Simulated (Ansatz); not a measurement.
# Zr2Zn2N3: what a guessed cell relaxes into

The task: take a trial cell of Zr2Zn2N3 to zero force and stress.

Method: DFT PBE, scalar-relativistic, plane waves, PAW, in Ansatz 0.2.0.

**1. The system as given**

It takes space group P-3m1 (No. 164, trigonal). Conventional cell: a = 3.220 Å, b = 3.220 Å, c = 10.279 Å, α = 90.00°, β = 90.00°, γ = 120.00°. Zr (site symmetry 3m) is surrounded by 6 N at 2.21 to 2.32 Å. Zn (site symmetry 3m) is surrounded by 3 N at 2.46 Å and 3 Zn at 2.65 Å and 1 Zr at 2.80 Å. Around N (site symmetry 3m) lie 3 Zr at 2.21 Å and 3 Zn at 2.46 Å. N (site symmetry -3m) is surrounded by 6 Zr at 2.32 Å.

As a file:

```cif
data_structure
_symmetry_space_group_name_H-M 'P-3m1'
_symmetry_Int_Tables_number 164
_cell_length_a 3.2204
_cell_length_b 3.2204
_cell_length_c 10.2786
_cell_angle_alpha 90.000
_cell_angle_beta 90.000
_cell_angle_gamma 120.000
_cell_volume 92.32
loop_
_atom_site_label
_atom_site_type_symbol
_atom_site_symmetry_multiplicity
_atom_site_Wyckoff_symbol
_atom_site_fract_x
_atom_site_fract_y
_atom_site_fract_z
_atom_site_occupancy
Zr1 Zr 2 d 0.66667 0.33333 0.86500 1
Zn1 Zn 2 d 0.33333 0.66667 0.40782 1
N1 N 2 d 0.33333 0.66667 0.74818 1
N2 N 1 a 0.00000 0.00000 0.00000 1
```

The start is a polymorph listed in a database, not an invented cell.

**2. The guess as it stands, on a coarse mesh**

File input.yaml:

```yaml
crystal:
  lattice:
    - [3.220407, 0.0, 0.0]
    - [-1.6102035, 2.78895427, 0.0]
    - [0.0, 0.0, 10.2785759]
  atoms:
    - { symbol: Zr, position: [0.66666667, 0.33333333, 0.86499798] }
    - { symbol: Zr, position: [0.33333333, 0.66666667, 0.13500202] }
    - { symbol: Zn, position: [0.33333333, 0.66666667, 0.40782499] }
    - { symbol: Zn, position: [0.66666667, 0.33333333, 0.59217501] }
    - { symbol: "N", position: [0.33333333, 0.66666667, 0.74818403] }
    - { symbol: "N", position: [0.66666667, 0.33333333, 0.25181597] }
    - { symbol: "N", position: [0.0, 0.0, 0.0] }
basis:
  ecutwfc: 420
kpoints:
  mp_grid: { grid: [6, 6, 2] }
hamiltonian:
  xc: pbe
scf:
  occupations: { method: gaussian, width: 0.1 }
  lower_state_search: "off"
output:
  forces: true
  stress: true
  eigenvalues: true
```

The run is started by

```bash
> ansatz run input.yaml --threads 1 --pin off --max-ram 2560MiB --backend cpu --events-out ev --progress --plain --runs-dir out
```

The session goes on with these runs: spin check on a coarse mesh; full relaxation.

Q: Predict the outcome of this session. Wanted: conventional cell; volume; energy over the elements; gap on the mesh.

**Answer**, as computed:

| quantity | value |
| --- | --- |
| symmetry at the end (tolerance 0.05 Å) | space group P-3m1 (No. 164) |
| conventional cell | a = 3.198 Å, b = 3.198 Å, c = 10.224 Å, α = 90.00°, β = 90.00°, γ = 120.00° |
| volume | 12.94 Å³/atom |
| energy over the elements (uncorrected; H, N, O, F and Cl as molecules) | -0.81 eV/atom |
| gap on the mesh | none (metal) |

The space group P-3m1 (No. 164) is kept, and the volume per atom shrinks by 1.9 % from the first guess. A negative formation energy is needed for stability but isn't enough; other structures and compounds were not set against it here. No finished test with a distortion of lower symmetry is shown, so the end may be a saddle point. A spin-polarised run here lost its starting moments, which speaks against magnetism, though one start doesn't rule it out. Other magnetic orders were not searched.
